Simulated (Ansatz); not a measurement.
# TiC (Khamrabaevite): the cost of one run

Computed with Ansatz 0.2.0 (DFT, PBE, plane-wave PAW, default files, scalar-relativistic, as far as a step names no other, unless a step's input says otherwise).

## (1) The system as given

It takes space group Fm-3m (No. 225, cubic). The conventional cell has a = 4.328 Å, b = 4.328 Å, c = 4.328 Å, α = 90.00°, β = 90.00°, γ = 90.00°. Ti (site symmetry m-3m) has 6 C at 2.16 Å as nearest neighbours. C (site symmetry m-3m) is surrounded by 6 Ti at 2.16 Å.

As a file:

```
CELL_PARAMETERS angstrom
0.00000 2.16400 2.16400
2.16400 0.00000 2.16400
2.16400 2.16400 0.00000
ATOMIC_POSITIONS crystal
Ti 0.00000 0.00000 0.00000
C 0.50000 0.50000 0.50000
```

The earlier run gave: no gap over 0.1 eV on the mesh, largest force 0.000 eV/Å, pressure 0.9 GPa.

Site by site (atoms counted from 1):

| site | atoms | first shell | V_zz (10²¹ V/m²) | η | C_Q (MHz) |
| --- | --- | --- | --- | --- | --- |
| Ti | 1 | 6 C at 2.16 Å | 0.00 | – | 0 (⁴⁹Ti) |
| C | 2 | 6 Ti at 2.16 Å | 0.00 | – | – |

C_Q = eQV_zz/h, which is 24.18 MHz for Q = 1 b and V_zz = 10²¹ V/m²; η = (V_xx − V_yy)/V_zz. Nuclear quadrupole moments: year-2017 set (Pyykkö). A dash under C_Q marks elements without a common quadrupolar isotope.

## (2) Z stretched by +2 %, ions relaxed

input.yaml

```yaml
crystal:
  lattice:
    - [0.0, 2.164, 2.20728]
    - [2.164, 0.0, 2.20728]
    - [2.164, 2.164, 0.0]
  atoms:
    - { symbol: Ti, position: [0.0, 0.0, 0.0] }
    - { symbol: C, position: [0.5, 0.5, 0.5] }
kpoints:
  mp_grid: { grid: [18, 18, 18] }
scf:
  occupations: { method: fermi_dirac, width: 0.05 }
hamiltonian:
  xc: pbe
  pseudopotentials: { kind: paw }
output:
  forces: true
  stress: true
  populations: true
  efg: { quadrupole_moments_barn: { Ti: 0.247 }, contact_densities: true }
relax:
  f_tol: 0.02
  max_steps: 60
```

Launch:

```console
ansatz run input.yaml --threads 1 --pin off --max-ram 3072MiB --backend cpu --events-out ev --progress --plain --runs-dir out
```

Q: Estimate wall time and peak memory on 1 thread of Intel Xeon 6975P-C (Granite Rapids), shared host.

About 6.4 s, with a peak of 0.48 GiB.
